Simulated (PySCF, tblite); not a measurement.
# C28H16: electronic excitations, NMR shifts

Wanted: electronic excitations, NMR shifts for C28H16 (`c1ccc2cc3c(cc2c1)cc1c2cccc4cccc(c5cccc3c51)c42`).

Computed with tblite 0.8.0 and PySCF 2.14.0 and routines of our own; the level stands in each step. Atoms count from 0.

## Step 1: The system as given

44 atoms, charge 0, multiplicity 1; geometry from: force field, distance geometry or constructed start.

## Step 2: Relaxing the molecule with GFN2-xTB

What the job is given:

```
{"job": {"kind": "relax", "xc": "GFN2-xTB", "basis": "xTB"}, "charge": 0, "multiplicity": 1}
C      6.603600    -0.707500    -0.222000
C      6.572400     0.440500    -1.018900
C      5.364000     1.051600    -1.307700
C      4.147900     0.537900    -0.823200
C      2.907900     1.136200    -1.099500
C      1.662000     0.636200    -0.624000
C      1.727500    -0.516200     0.170400
C      2.965900    -1.126900     0.466900
C      4.176800    -0.622400    -0.019000
C      5.402300    -1.233400     0.275600
C      0.545700    -1.071600     0.682200
C     -0.742400    -0.537600     0.451500
C     -1.933000    -1.130800     0.998400
C     -1.920900    -2.300000     1.801100
C     -3.086700    -2.862800     2.323600
C     -4.311200    -2.286700     2.058400
C     -4.379800    -1.137200     1.263400
C     -5.634700    -0.583800     1.008400
C     -5.742800     0.559000     0.233800
C     -4.590100     1.141600    -0.295000
C     -3.291900     0.622500    -0.074000
C     -2.099000     1.210600    -0.614000
C     -2.131000     2.376000    -1.410300
C     -0.992800     2.944200    -1.942400
C      0.245100     2.380100    -1.676200
C      0.371900     1.217300    -0.884100
C     -0.819800     0.633000    -0.350200
C     -3.193600    -0.546800     0.725100
H      7.544700    -1.187900     0.010900
H      7.504000     0.852100    -1.395800
H      5.364400     1.947800    -1.930300
H      2.928500     2.029600    -1.723600
H      2.980900    -2.024900     1.083200
H      5.443400    -2.128700     0.895100
H      0.659500    -1.961900     1.289400
H     -0.996500    -2.804400     2.053300
H     -3.027300    -3.762000     2.934000
H     -5.207600    -2.737500     2.460800
H     -6.536800    -1.030700     1.416700
H     -6.721900     0.997600     0.034000
H     -4.748500     2.028800    -0.895400
H     -3.063300     2.860800    -1.656200
H     -1.053000     3.843800    -2.558000
H      1.109400     2.871300    -2.115100
```

Run with:

```
$ OMP_NUM_THREADS=2 python large_run.py task.json out
```

The driver reads the jobs from task.json and runs them one after another.

The log of the run:

```text
step      E/eV     max force
  0   -1854.31988    2.291
  1   -1854.54627    0.808
  2   -1854.57745    0.238
  3   -1854.58637    0.178
  4   -1854.59872    0.203
  5   -1854.60823    0.206
  6   -1854.61859    0.176
  7   -1854.62531    0.139
  8   -1854.63068    0.135
  9   -1854.63468    0.112
 10   -1854.63771    0.093
 11   -1854.63987    0.100
 12   -1854.64161    0.088
 13   -1854.64310    0.095
 14   -1854.64425    0.070
 15   -1854.64500    0.039
 16   -1854.64543    0.038
 17   -1854.64569    0.030
 18   -1854.64586    0.023
 19   -1854.64600    0.019
```

Run time: 0.98 s. Hardware: 2 threads of Arm Neoverse N1, shared host; peak memory 0.19 GiB.

Relaxation path:

```tsv
step	energy from step 0 (eV)	largest force (eV/Å)
0	0.0000	2.2914
1	-0.2264	0.8077
2	-0.2576	0.2385
3	-0.2665	0.1782
4	-0.2788	0.2032
5	-0.2884	0.2060
6	-0.2987	0.1765
7	-0.3054	0.1386
8	-0.3108	0.1354
9	-0.3148	0.1115
10	-0.3178	0.0932
11	-0.3200	0.0994
12	-0.3217	0.0879
13	-0.3232	0.0954
14	-0.3244	0.0697
15	-0.3251	0.0391
16	-0.3256	0.0374
17	-0.3258	0.0309
18	-0.3260	0.0231
19	-0.3261	0.0192
```

Distances of close pairs at the start and the end, largest changes first:

```tsv
bond	before (Å)	after (Å)	change (Å)
C10–C11	1.413	1.366	-0.048
C0–C9	1.403	1.363	-0.040
C4–C5	1.424	1.385	-0.039
C12–C13	1.418	1.385	-0.033
C19–C20	1.415	1.385	-0.031
C5–C6	1.401	1.426	+0.025
C20–C21	1.435	1.460	+0.025
C6–C7	1.412	1.388	-0.024
```

The final coordinates are the input of the step that follows.

## Step 3: Electronic excitations: TDDFT B3LYP/6-31G*

What the job is given:

```
{"job": {"kind": "uv", "basis": "6-31G*", "grid": 1, "kgrid": 0, "vcut": 1.5, "nstates": 8, "ntriplets": 3, "tda": false, "delta": ["ip_vertical", "ea_vertical"], "pop": true, "xc": "B3LYP"}, "charge": 0, "multiplicity": 1}
C      6.543247    -0.702365    -0.217203
C      6.508554     0.455929    -1.018121
C      5.321388     1.061905    -1.310614
C      4.100245     0.543030    -0.818627
C      2.865088     1.141129    -1.100678
C      1.669792     0.632387    -0.619151
C      1.720374    -0.540798     0.190065
C      2.938330    -1.142100     0.476236
C      4.139184    -0.628855    -0.009147
C      5.387726    -1.231180     0.274562
C      0.520763    -1.091361     0.701032
C     -0.711079    -0.552872     0.460665
C     -1.924370    -1.150167     1.006429
C     -1.892440    -2.289604     1.793485
C     -3.053415    -2.858453     2.313692
C     -4.272279    -2.295705     2.054416
C     -4.363374    -1.136419     1.260010
C     -5.615697    -0.551033     0.988248
C     -5.694787     0.573924     0.216152
C     -4.538184     1.151221    -0.307999
C     -3.282026     0.617530    -0.072720
C     -2.067285     1.215675    -0.619641
C     -2.126097     2.359673    -1.407643
C     -0.978952     2.929596    -1.928674
C      0.250831     2.369849    -1.673027
C      0.371089     1.219278    -0.886494
C     -0.804881     0.633159    -0.351678
C     -3.181841    -0.552198     0.727218
H      7.494632    -1.165279     0.002147
H      7.436005     0.859485    -1.398371
H      5.296611     1.951131    -1.925326
H      2.882414     2.026635    -1.717496
H      2.956119    -2.031423     1.091303
H      5.401036    -2.119664     0.889987
H      0.633603    -1.978282     1.303869
H     -0.956723    -2.771083     2.025963
H     -2.977544    -3.747903     2.922278
H     -5.179117    -2.727754     2.452303
H     -6.505035    -1.006729     1.399526
H     -6.652117     1.027726     0.004160
H     -4.658576     2.037784    -0.909214
H     -3.071276     2.826918    -1.630111
H     -1.054032     3.818003    -2.538187
H      1.127396     2.835650    -2.092413
```

Level: TDDFT B3LYP/6-31G*, vertical, gas phase, core orbitals frozen in the response, virtual orbitals cut by energy.

The log of the run:

```text
start: PBE on a coarse grid of 37819 points
cycle   1  E = -1075.3957254536  dE =  5.031e+00  |g| = 8.731e-01  |ddm| = 9.167e+00
cycle   2  E = -1075.3042918312  dE =  9.143e-02  |g| = 1.058e+00  |ddm| = 2.769e+00
cycle   3  E = -1075.5925968334  dE = -2.883e-01  |g| = 3.208e-01  |ddm| = 1.756e+00
cycle   4  E = -1075.6188920728  dE = -2.630e-02  |g| = 1.248e-01  |ddm| = 5.366e-01
cycle   5  E = -1075.6237246348  dE = -4.833e-03  |g| = 3.515e-02  |ddm| = 2.191e-01
cycle   6  E = -1075.6240100343  dE = -2.854e-04  |g| = 1.506e-02  |ddm| = 6.064e-02
cycle   7  E = -1075.6240592339  dE = -4.920e-05  |g| = 8.939e-03  |ddm| = 3.074e-02
final grid: 166766 points
cycle   8  E = -1076.6636047644  dE = -8.396e-03  |g| = 3.134e-02  |ddm| = 4.970e-01
cycle   9  E = -1076.6631590149  dE =  4.457e-04  |g| = 5.065e-02  |ddm| = 1.473e-01
cycle  10  E = -1076.6638890105  dE = -7.300e-04  |g| = 1.165e-02  |ddm| = 7.906e-02
cycle  11  E = -1076.6639293516  dE = -4.034e-05  |g| = 3.435e-03  |ddm| = 1.912e-02
cycle  12  E = -1076.6639314855  dE = -2.134e-06  |g| = 1.768e-03  |ddm| = 5.954e-03
cycle  13  E = -1076.6639315269  dE = -4.138e-08  |g| = 4.287e-04  |ddm| = 2.510e-03
cycle  14  E = -1076.6639318336  dE = -3.068e-07  |g| = 1.705e-04  |ddm| = 7.014e-04
cycle  15  E = -1076.6639330567  dE = -1.223e-06  |g| = 6.413e-05  |ddm| = 3.863e-04
converged SCF energy = -1076.6639330567
Vertical ionisation energy (delta-SCF) = 6.1469 eV   <S^2> = 0.772
Vertical electron affinity (delta-SCF) = 0.6911 eV   <S^2> = 0.768

Static polarisability (au): isotropic 353.911, principal 80.732 339.148 641.852

Singlet excitations
state   eV       nm        f      main configurations
  1   2.7710    447.4   0.54707   H->L 0.96
  2   2.8954    428.2   0.01841   H->L+1 0.65, H-1->L 0.32
  3   3.2415    382.5   0.12183   H-1->L 0.65, H->L+1 0.31
  4   3.7734    328.6   0.08316   H-1->L+1 0.87
  5   3.8288    323.8   0.01595   H->L+2 0.63, H-2->L 0.23
  6   4.0020    309.8   0.00015   H->L+3 0.47, H-3->L 0.36
  7   4.1005    302.4   0.10560   H-2->L 0.48, H->L+4 0.17, H->L+2 0.17
  8   4.2167    294.0   0.00395   H-4->L 0.54, H->L+4 0.35

Triplet excitations (Tamm-Dancoff, eV): 1.7492 2.3602 2.7954
```

Wall time 5.5 min (2 threads of Arm Neoverse N1, shared host); peak memory 1.6 GiB.

Frontier orbitals and where they lie:

```tsv
orbital	eV	atoms
HOMO−4	-6.83	C15 13 %, C23 13 %, C12 13 %
HOMO−3	-6.69	C14 18 %, C19 16 %, C16 15 %
HOMO−2	-6.59	C6 11 %, C8 10 %, C1 10 %
HOMO−1	-5.52	C4 15 %, C22 11 %, C2 9 %
HOMO	-4.88	C10 13 %, C15 9 %, C7 8 %
LUMO	-1.94	C10 13 %, C15 9 %, C7 8 %
LUMO+1	-1.42	C4 14 %, C22 12 %, C24 10 %
LUMO+2	-0.32	C27 15 %, C26 10 %, C18 9 %
LUMO+3	-0.14	C19 12 %, C16 11 %, C5 8 %
```

With each of the 8 states as a Gaussian band of 0.4 eV half-width at 1/e, the curve within the window shown has maxima at 443 nm (ε 24,000), 317 nm (ε 7,400) L/(mol cm). Beyond the last state computed it falls off for lack of states. The curve at chosen wavelengths:

```
 nm  ε (L/mol/cm)
275          1681
287          3883
299          6089
311          7284
322          7371
334          6937
346          6717
358          7261
370          8791
382         11287
393         14236
405         17753
417         20970
429         23259
441         24196
453         23688
464         22125
476         19585
488         16596
500         13541
512         10695
524          8215
535          6318
547          4654
559          3370
571          2407
```

Leading natural transition orbitals of singlet state 1: the hole lies on C10 10 %; 5 C atoms about 7 % each; the particle on C7, C10 about 9 % each; C11, C13, C15 about 6 % each.

Further results of this job:

```tsv
property	computed
dipole moment (D)	0.05
polarisability (Å³)	52.44
HOMO–LUMO gap (eV)	2.94
−ε(HOMO) (eV)	4.88
```

Orbitals, density, ELF and potential are computed afterwards from the orbital file.

Frontier orbitals at B3LYP/6-31G*, with the share of their density that lies nearest to each atom:

```tsv
orbital	energy (eV)	lies on
HOMO	-4.88	C10 11 %; 5 C atoms about 7 % each
LUMO	-1.94	C10 11 %; 4 C atoms about 7 % each
```

ELF in a plane through or near 44 of the atoms.

Ten even steps from '0' (0.00) to '9' (1.00):
```
0000000000000000000000000000
0000000000000000000000000000
0000000000000497000000000000
0000000000000699010000000000
0000000000082296296000000000
0000002001099748694690000000
0000089329625434530990680000
0001059519806523354145994000
0059643754658367382684981000
0079946867525255156128400000
0001582373145343474774994000
0004747838368386765334996000
0039955445244740860681020000
0019807906966935555739600000
0000009912940419862539900000
0000002400000008139802100000
0000000000000000069900000000
0000000000000000005200000000
0000000000000000000000000000
0000000000000000000000000000
```
The map spans 20.4 Å across and 14.6 Å up, centred on the molecule. Atoms in the plane (x, y in Å): C0 (-6.5, -1.3), C1 (-6.6, 0.1), C2 (-5.5, 1.0), C3 (-4.2, 0.4), C4 (-3.0, 1.2), C5 (-1.8, 0.7), C6 (-1.6, -0.8), C7 (-2.8, -1.6), C8 (-4.1, -1.0), C9 (-5.2, -1.8), C10 (-0.4, -1.4), C11 (0.8, -0.6), C12 (2.1, -1.3), C13 (2.2, -2.6), C14 (3.5, -3.3), C15 (4.6, -2.5), C16 (4.5, -1.1), C17 (5.7, -0.3), C18 (5.6, 1.0), C19 (4.4, 1.7), C20 (3.2, 0.9), C21 (1.9, 1.6), C22 (1.8, 3.0), C23 (0.5, 3.6), C24 (-0.6, 2.8), C25 (-0.6, 1.4), C26 (0.7, 0.8), C27 (3.3, -0.5), H28 (-7.3, -1.9), H29 (-7.6, 0.6), H30 (-5.6, 2.0), H31 (-3.2, 2.3), H32 (-2.7, -2.6), H33 (-5.1, -2.9), H34 (-0.3, -2.4), H35 (1.4, -3.3), H36 (3.5, -4.3), H37 (5.6, -3.0), H38 (6.7, -0.8), H39 (6.5, 1.7), H40 (4.4, 2.7), H41 (2.7, 3.6), H42 (0.5, 4.7), H43 (-1.6, 3.4).

On the surface of density 0.002 e/bohr³ the electrostatic potential runs, from the 1st to the 99th percentile, from -0.62 V near C1 to 0.92 V near H34.

## Step 4: NMR shifts: GIAO KT3/pcSseg-1

The job, as its differences from that of step 3:

```diff
@@ -1,2 +1,2 @@
-{"job": {"kind": "uv", "basis": "6-31G*", "grid": 1, "kgrid": 0, "vcut": 1.5, "nstates": 8, "ntriplets": 3, "tda": false, "delta": ["ip_vertical", "ea_vertical"], "pop": true, "xc": "B3LYP"}, "charge": 0, "multiplicity": 1}
+{"job": {"kind": "nmr", "basis": "pcSseg-1", "pop": false, "xc": "KT3"}, "charge": 0, "multiplicity": 1}
 C      6.543247    -0.702365    -0.217203
```

Level: GIAO KT3/pcSseg-1 NMR shielding, non-relativistic, gas phase.

The log of the run:

```text
start: PBE on a coarse grid of 37819 points
cycle   1  E = -1074.7597193321  dE =  5.004e+00  |g| = 8.560e-01  |ddm| = 1.061e+01
cycle   2  E = -1074.6543552628  dE =  1.054e-01  |g| = 1.072e+00  |ddm| = 4.423e+00
cycle   3  E = -1074.9502288464  dE = -2.959e-01  |g| = 2.837e-01  |ddm| = 2.674e+00
cycle   4  E = -1074.9685224667  dE = -1.829e-02  |g| = 1.295e-01  |ddm| = 5.251e-01
cycle   5  E = -1074.9737083367  dE = -5.186e-03  |g| = 3.224e-02  |ddm| = 3.089e-01
cycle   6  E = -1074.9739340359  dE = -2.257e-04  |g| = 1.474e-02  |ddm| = 5.580e-02
cycle   7  E = -1074.9739783979  dE = -4.436e-05  |g| = 8.553e-03  |ddm| = 3.026e-02
final grid: 353730 points
cycle   8  E = -1094.5339184280  dE = -6.454e-02  |g| = 3.452e-02  |ddm| = 2.809e+00
cycle   9  E = -1094.5320620243  dE =  1.856e-03  |g| = 7.988e-02  |ddm| = 2.202e-01
cycle  10  E = -1094.5341843254  dE = -2.122e-03  |g| = 1.728e-02  |ddm| = 1.463e-01
cycle  11  E = -1094.5342609298  dE = -7.660e-05  |g| = 9.506e-03  |ddm| = 4.179e-02
cycle  12  E = -1094.5342849437  dE = -2.401e-05  |g| = 2.231e-03  |ddm| = 1.542e-02
cycle  13  E = -1094.5342845175  dE =  4.262e-07  |g| = 1.005e-03  |ddm| = 4.128e-03
cycle  14  E = -1094.5342855267  dE = -1.009e-06  |g| = 4.690e-04  |ddm| = 1.992e-03
cycle  15  E = -1094.5342862684  dE = -7.417e-07  |g| = 1.079e-04  |ddm| = 8.541e-04
cycle  16  E = -1094.5342859689  dE =  2.995e-07  |g| = 4.167e-05  |ddm| = 6.183e-04
converged SCF energy = -1094.5342859689

GIAO shielding tensors (ppm)
atom      isotropic    diamagn.    paramagn.     s11        s22        s33       span
  0 C       64.556     251.174    -186.618    -32.781     56.130    170.318    203.099
  1 C       64.738     249.897    -185.158    -32.198     56.338    170.075    202.273
  2 C       61.992     238.501    -176.509    -28.410     58.109    156.279    184.689
  3 C       60.477     252.010    -191.533     -6.540      1.807    186.165    192.705
  4 C       69.606     249.050    -179.445     -9.313     57.985    160.145    169.459
  5 C       63.827     245.425    -181.598    -11.657     26.591    176.546    188.203
  6 C       61.700     255.111    -193.410     -8.352      9.332    184.121    192.472
  7 C       62.543     250.574    -188.031    -12.558     59.497    140.691    153.248
  8 C       60.261     254.039    -193.778    -10.222      3.643    187.363    197.585
  9 C       62.482     238.084    -175.602    -27.917     58.536    156.827    184.744
 10 C       68.867     256.924    -188.058     -8.628     64.284    150.943    159.570
 11 C       62.189     253.122    -190.932    -17.291     39.781    164.077    181.368
 12 C       60.703     246.707    -186.004    -15.659     30.149    167.620    183.278
 13 C       71.001     244.863    -173.863    -18.697     58.710    172.988    191.685
 14 C       64.199     250.122    -185.923    -34.218     57.095    169.720    203.938
 15 C       62.309     247.526    -185.217    -25.215     57.556    154.586    179.801
 16 C       57.562     246.781    -189.218     -7.448     -2.462    182.597    190.044
 17 C       62.117     242.091    -179.974    -25.537     57.987    153.901    179.438
 18 C       64.014     250.674    -186.659    -34.160     57.172    169.032    203.192
 19 C       71.177     234.443    -163.266    -17.405     58.430    172.505    189.910
 20 C       60.360     244.034    -183.674    -16.814     30.601    167.291    184.105
 21 C       60.459     249.278    -188.819    -16.077     29.739    167.716    183.793
 22 C       69.808     247.875    -178.067    -22.207     57.502    174.129    196.336
 23 C       63.901     256.260    -192.360    -35.417     57.478    169.640    205.056
 24 C       68.441     249.693    -181.253    -24.462     57.570    172.214    196.676
 25 C       60.663     246.919    -186.256    -12.901     20.576    174.313    187.214
 26 C       65.627     246.159    -180.532     -0.002     16.200    180.683    180.685
 27 C       64.859     246.464    -181.605      4.858      6.042    183.676    178.818
 28 H       24.152      25.525      -1.374     19.755     25.481     27.219      7.463
 29 H       24.154      25.311      -1.157     19.694     25.511     27.256      7.561
 30 H       23.724      31.956      -8.233     18.230     24.337     28.604     10.373
 31 H       22.777      41.549     -18.772     14.360     23.859     30.114     15.754
 32 H       23.560      38.944     -15.384     16.868     24.059     29.753     12.885
 33 H       23.773      31.887      -8.114     18.382     24.398     28.537     10.155
 34 H       23.171      42.237     -19.066     14.868     23.966     30.678     15.811
 35 H       23.233      39.259     -16.025     15.813     24.373     29.514     13.701
 36 H       24.182      28.795      -4.613     19.688     25.698     27.158      7.470
 37 H       24.202      30.915      -6.713     19.620     25.158     27.827      8.206
 38 H       24.227      29.625      -5.398     19.718     25.127     27.837      8.119
 39 H       24.249      25.562      -1.313     19.927     25.835     26.983      7.056
 40 H       23.513      38.332     -14.819     16.664     24.551     29.324     12.660
 41 H       23.318      39.222     -15.905     16.390     24.454     29.109     12.719
 42 H       23.987      30.601      -6.614     19.094     25.692     27.175      8.081
 43 H       22.977      39.258     -16.281     15.378     24.301     29.251     13.873
```

It took 73 s on 2 threads of Arm Neoverse N1, shared host; peak memory 1.3 GiB.

The references, computed at this level on geometries of the same kind, shield at (ppm): ¹H TMS 31.76, ¹³C TMS 184.7. Their shielding less the atom's gives the shift. The references are single molecules in the gas phase.

```tsv
atoms	environment	σ (ppm)	δ (ppm)
C16	ring-fusion aromatic carbon	57.6	127.2
C8	ring-fusion aromatic carbon	60.3	124.5
C20	ring-fusion aromatic carbon	60.4	124.4
C21	ring-fusion aromatic carbon	60.5	124.3
C3	ring-fusion aromatic carbon	60.5	124.2
C25	ring-fusion aromatic carbon	60.7	124.1
C12	ring-fusion aromatic carbon	60.7	124.0
C6	ring-fusion aromatic carbon	61.7	123.0
C2	aromatic CH	62.0	122.7
C17	aromatic CH	62.1	122.6
C11	ring-fusion aromatic carbon	62.2	122.5
C15	aromatic CH	62.3	122.4
C9	aromatic CH	62.5	122.2
C7	aromatic CH	62.5	122.2
C5	ring-fusion aromatic carbon	63.8	120.9
C23	aromatic CH	63.9	120.8
C18	aromatic CH	64.0	120.7
C14	aromatic CH	64.2	120.5
C0	aromatic CH	64.6	120.2
C1	aromatic CH	64.7	120.0
C27	ring-fusion aromatic carbon	64.9	119.9
C26	ring-fusion aromatic carbon	65.6	119.1
C24	aromatic CH	68.4	116.3
C10	aromatic CH	68.9	115.9
C4	aromatic CH	69.6	115.1
C22	aromatic CH	69.8	114.9
C13	aromatic CH	71.0	113.7
C19	aromatic CH	71.2	113.5
H31	hydrogen on an aromatic CH	22.78	8.98
H43	hydrogen on an aromatic CH	22.98	8.78
H34	hydrogen on an aromatic CH	23.17	8.59
H35	hydrogen on an aromatic CH	23.23	8.53
H41	hydrogen on an aromatic CH	23.32	8.44
H40	hydrogen on an aromatic CH	23.51	8.25
H32	hydrogen on an aromatic CH	23.56	8.20
H30	hydrogen on an aromatic CH	23.72	8.04
H33	hydrogen on an aromatic CH	23.77	7.99
H42	hydrogen on an aromatic CH	23.99	7.77
H28	hydrogen on an aromatic CH	24.15	7.61
H29	hydrogen on an aromatic CH	24.15	7.61
```

Ring of atoms C0, C1, C2, C3, C8, C9: NICS(0) -7.8, NICS(1) -10.4, NICS(1)zz -25.3 ppm (means of both faces).

Ring of atoms C3, C4, C5, C6, C7, C8: NICS(0) -9.3, NICS(1) -11.8, NICS(1)zz -28.2 ppm (means of both faces).

Ring of atoms C5, C6, C10, C11, C25, C26: NICS(0) -2.1, NICS(1) -6.0, NICS(1)zz -10.0 ppm (means of both faces).

## Step 5: Summary of results

| quantity | value |
| --- | --- |
| lowest singlet (B3LYP/6-31G*) | 2.77 eV (447 nm), f = 0.547 |
| lowest triplet | 1.75 eV |
| vertical ionisation energy (ΔSCF) | 6.15 eV |
| vertical electron affinity (ΔSCF) | 0.69 eV |
| surface potential, 1st and 99th percentile | -0.62 V and 0.92 V |
| ¹³C shifts against TMS (KT3/pcSseg-1) | 127.2, 124.5, 124.4, 124.3, 124.2, 124.1, 124.0, 123.0, 122.7, 122.6, 122.5, 122.4, 122.2, 122.2 ppm and more |
| ¹H shifts against TMS (KT3/pcSseg-1) | 8.98, 8.78, 8.59, 8.53, 8.44, 8.25, 8.20, 8.04, 7.99, 7.77, 7.61, 7.61, 7.58, 7.56 ppm and more |

The first singlet state (HOMO→LUMO 0.96) lies at 2.77 eV and is bright. State 1 absorbs in the visible (447 nm). The lowest triplet lies 1.02 eV below the lowest singlet (triplets in Tamm-Dancoff, singlets in full TDDFT). ΔSCF puts the ionisation energy at 6.15 eV, 1.26 eV above −ε(HOMO). At B3LYP/6-31G*, counted by nearest atom on the grid, the HOMO lies on C10 11 %; 5 C atoms about 7 % each, the LUMO on C10 11 %; 4 C atoms about 7 % each. NICS(1)zz of -25 ppm above the planar ring from C0 marks a diatropic (aromatic) ring current. NICS(1)zz of -28 ppm above the planar ring from C3 marks a diatropic (aromatic) ring current.
